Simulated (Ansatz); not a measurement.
# CH₃BO₂Si: basis-set convergence

One table from this session's results is given with a row withheld; the runs are named, their logs left out.

Method: one geometry, several basis sets; program: Ansatz 0.2.0, Gaussian basis.

The runs, in order: PBE0-D4/def2-SVP; ωB97M-V/def2-SVP; PBE0-D4/def2-QZVPP; ωB97M-V/def2-QZVPP; the functionals' def2-TZVPP values are taken from earlier runs.

### Structure used throughout

All runs share one geometry, relaxed beforehand with PBE0-D4 in a triple-zeta def2 set.

8 atoms, charge 0, spin multiplicity 1.

Atoms are counted from 1 here; the program's logs count them from 0.

Bond lengths: O1–C2 1.146 Å, C2–B3 1.449 Å, B3–Si4 1.841 Å, B3–H6 1.189 Å, Si4–O5 1.635 Å, Si4–H7 1.486 Å, O5–H8 0.958 Å. Angles: O1–C2–B3 178.2°, C2–B3–Si4 111.5°, C2–B3–H6 123.3°, Si4–B3–H6 125.1°, B3–Si4–O5 123.8°, B3–Si4–H7 126.8°, O5–Si4–H7 109.4°, Si4–O5–H8 118.3°.

Geometry (Å):

```tsv
atom	x (Å)	y (Å)	z (Å)
O1	-0.0330	-2.0414	1.8855
C2	0.3645	-1.0542	1.4595
B3	0.8369	0.1900	0.8853
Si4	-0.0549	0.5968	-0.6733
O5	-1.2309	-0.3377	-1.3188
H6	1.6947	0.8514	1.3753
H7	0.1588	1.7883	-1.5348
H8	-1.6439	-0.0503	-2.1345
```

The first run:

in.yaml

```yaml
crystal:
  periodic: [false, false, false]
  atoms:
    - {symbol: O, position_ang: [-0.032964, -2.041439, 1.885518]}
    - {symbol: C, position_ang: [0.364478, -1.054200, 1.459451]}
    - {symbol: B, position_ang: [0.836936, 0.190016, 0.885315]}
    - {symbol: Si, position_ang: [-0.054914, 0.596825, -0.673253]}
    - {symbol: O, position_ang: [-1.230876, -0.337700, -1.318849]}
    - {symbol: H, position_ang: [1.694701, 0.851355, 1.375280]}
    - {symbol: H, position_ang: [0.158809, 1.788282, -1.534787]}
    - {symbol: H, position_ang: [-1.643870, -0.050340, -2.134475]}
basis:
  gaussian: {orbitals: def2-SVP}
hamiltonian: {xc: pbe0, dispersion: d4}
output: {orbitals: {seedname: orbitals}}
```

The run is started by

```
> ansatz run in.yaml --threads 2 --pin off --events-out ev --progress --plain --max-ram 4352MiB
```

Among the steps run: PBE0-D4 in def2-SVP; ωB97M-V in def2-SVP; PBE0-D4 in def2-QZVPP; ωB97M-V in def2-QZVPP.

One table of the session follows, with a row left open; its other results are not shown here.

It belongs to the step «Density functionals: the series». 

```
functional       basis  HOMO (eV)  LUMO (eV)
   PBE0-D4    def2-SVP      -5.83      -1.61
   PBE0-D4  def2-TZVPP      -5.93      -1.75
   PBE0-D4  def2-QZVPP      -5.95      -1.80
   ωB97M-V    def2-SVP      -7.67       0.33
   ωB97M-V  def2-TZVPP      -7.81       0.11
   ωB97M-V  def2-QZVPP          ?          ?
```

Q: Estimate the row for ωB97M-V, def2-QZVPP from the others.

The run gave: HOMO (eV): -7.83; LUMO (eV): 0.02. In the column «HOMO (eV)» it is the lowest.
